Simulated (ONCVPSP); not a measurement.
# Pseudopotential generation for Ga: ONCV, PBEsol

Task: generate the file, and judge it by its errors in other configurations, its logarithmic derivatives, its ghosts and its cutoff.

The numbers are computed with ONCVPSP 4.0.1.1 (patched build) (PBEsol, scalar-relativistic, spin-unpolarised reference atom).

## Step 1: The design

The settings as typed:

| Item | Value |
| --- | --- |
| element | gallium (Ga, Z = 31) |
| type | optimised norm-conserving Vanderbilt (ONCV) |
| frozen core | [Ne] |
| valence charge | 21 |
| reference configuration | 3s2 3p6 3d10 4s1 (charge +2) |
| partial waves | 3s+4s: rc 0.95 bohr, ncon 3, nbas 7, qcut 14.9 1/bohr, 3 projectors, debl 1.5 Ha; 3p: rc 1.10 bohr, ncon 4, nbas 9, qcut 12.4 1/bohr, 1 projector; 3d: rc 0.80 bohr, ncon 4, nbas 9, qcut 15.8 1/bohr, 2 projectors, debl 2 Ha |
| local potential | polynomial inside 0.70 bohr (lpopt 3, dvloc0 0 Ha) |
| core correction | polynomial model core, fcfact 0.7 |

## Step 2: Generation

Ga.dat

```
# ATOM AND REFERENCE CONFIGURATION
# atsym  z   nc   nv     iexc    psfile
  Ga 31.00    3    4  -116133      upf
#
#   n    l    f
    1    0    2.00
    2    0    2.00
    2    1    6.00
    3    0    2.00
    3    1    6.00
    3    2   10.00
    4    0    1.00
#
# PSEUDOPOTENTIAL AND OPTIMIZATION
# lmax
    2
#
#   l,   rc,      ep,       ncon, nbas, qcut
    0    0.95    0.00    3    7   14.90
    1    1.10    0.00    4    9   12.40
    2    0.80    0.00    4    9   15.80
#
# LOCAL POTENTIAL
# lloc, lpopt,  rc(5),   dvloc0
    4    3    0.70    0.00
#
# VANDERBILT-KLEINMAN-BYLANDER PROJECTORs
# l, nproj, debl
    0    3    1.50
    1    1    3.90
    2    2    2.00
#
# MODEL CORE CHARGE
# icmod, fcfact, rcfact
    1    0.70    0.00
#
# LOG DERIVATIVE ANALYSIS
# epsh1, epsh2, depsh
   -8.00    5.00    0.04
#
# OUTPUT GRID
# rlmax, drl
    6.00    0.01
#
# TEST CONFIGURATIONS
# ncnf
    4
# nvcnf
#   n    l    f
    5
    3    0    2.00
    3    1    6.00
    3    2   10.00
    4    0    2.00
    4    1    1.00
#
    4
    3    0    2.00
    3    1    6.00
    3    2   10.00
    4    0    2.00
#
    4
    3    0    2.00
    3    1    6.00
    3    2   10.00
    4    0    0.00
#
    5
    3    0    2.00
    3    1    6.00
    3    2    9.00
    4    0    2.00
    4    1    2.00
#
```

Command:

```console
$ oncvpsp.x < Ga.dat > Ga.out
```

**Question.** What will these runs give? Wanted: cutoffs for 1 and 0.1 mHa per electron, occupied waves; bound ghosts; GHOST(+) flags; largest test error; largest phase difference near zero energy, channels read; rms error of d²Exc/dn², without and with the model core.

**Answer**, as computed:

| quantity | value |
| --- | --- |
| cutoffs for 1 and 0.1 mHa per electron, occupied waves | 119 Ha and 349 Ha |
| bound ghosts | none found |
| GHOST(+) flags | none at low energy |
| largest test error (AE − PS) | +78 meV, for 3s2 3p6 3d9 4s2 4p2 |
| largest phase difference near zero energy, channels read | 0.010 rad |
| rms error of d²Exc/dn², without and with the model core | 2.21 and 1.39 mHa |

**Reading.** The worst unpolarised test, 3s2 3p6 3d9 4s2 4p2, is off by 78 meV on 6.5 eV; by total energies transferability rates as fair. The potential is very hard: the looser tolerance needs 119 Ha. The tighter tolerance needs 349 Ha, and converged work needs a cutoff nearer that. At the looser tolerance the 3d wave is the slowest; 3s needs 74 Ha. The program's ghost test flags no bound state. Near zero energy the phases of the channels with partial waves agree within 0.010 rad.
